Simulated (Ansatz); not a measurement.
# In₂H₄Cl₂: small, medium and large basis sets

One table from this session's results is given with a row withheld; the runs are named, their logs left out.

Method: one geometry, several basis sets; program: Ansatz 0.2.0, Gaussian basis.

Plan: PBE0-D4/def2-SVP; ωB97M-V/def2-SVP; PBE0-D4/def2-QZVPP; ωB97M-V/def2-QZVPP; the functionals' def2-TZVPP values are taken from earlier runs.

## The relaxed structure

An earlier PBE0-D4 in a triple-zeta def2 set relaxation fixed the geometry. In takes the def2 core potential; no spin-orbit term is included.

SMILES `[Cl+]1[InH2-][Cl+][InH2-]1`, 8 atoms, charge 0, spin multiplicity 1.

Atoms are counted from 1 here; the program's logs count them from 0.

Bond lengths: Cl1–In2 2.558 Å, Cl1–In4 2.558 Å, In2–Cl3 2.558 Å, In2–H5 1.699 Å, In2–H6 1.699 Å, Cl3–In4 2.558 Å, In4–H7 1.699 Å, In4–H8 1.699 Å. Angles: In2–Cl1–In4 92.7°, Cl1–In2–Cl3 87.3°, Cl1–In2–H5 104.2°, Cl1–In2–H6 104.2°, Cl3–In2–H5 104.2°, Cl3–In2–H6 104.2°, H5–In2–H6 140.2°, In2–Cl3–In4 92.7°, Cl1–In4–Cl3 87.3°, Cl1–In4–H7 104.2°, Cl1–In4–H8 104.2°, Cl3–In4–H7 104.2°, Cl3–In4–H8 104.2°, H7–In4–H8 140.2°.

The first run:

in.yaml

```yaml
crystal:
  periodic: [false, false, false]
  atoms:
    - {symbol: Cl, position_ang: [-1.747378, 0.159992, -0.195498]}
    - {symbol: In, position_ang: [0.139981, 1.829583, 0.246142]}
    - {symbol: Cl, position_ang: [1.747139, -0.160235, 0.197446]}
    - {symbol: In, position_ang: [-0.139957, -1.829561, -0.246313]}
    - {symbol: H, position_ang: [0.378664, 2.596472, -1.251234]}
    - {symbol: H, position_ang: [-0.011251, 2.204699, 1.896482]}
    - {symbol: H, position_ang: [0.011449, -2.202609, -1.897111]}
    - {symbol: H, position_ang: [-0.378637, -2.598342, 1.250087]}
basis:
  gaussian: {orbitals: def2-SVP}
hamiltonian: {xc: pbe0, dispersion: d4}
output: {orbitals: {seedname: orbitals}}
```

On the command line:

```sh
ansatz run in.yaml --threads 4 --pin off --events-out ev --progress --plain --max-ram 10444MiB
```

Among the steps run: PBE0-D4 in def2-SVP; ωB97M-V in def2-SVP; PBE0-D4 in def2-QZVPP; ωB97M-V in def2-QZVPP.

One of the session's tables, all rows but one given; the rest of the session is left out.

It belongs to the step «Functionals by basis». 

```
functional       basis  HOMO (eV)
   PBE0-D4    def2-SVP          ?
   PBE0-D4  def2-TZVPP      -8.32
   PBE0-D4  def2-QZVPP      -8.32
   ωB97M-V    def2-SVP     -10.34
   ωB97M-V  def2-TZVPP     -10.48
   ωB97M-V  def2-QZVPP     -10.50
```

Estimate the missing values for PBE0-D4, def2-SVP.

The run gave: HOMO (eV): -8.23. In the column «HOMO (eV)» it is the highest.
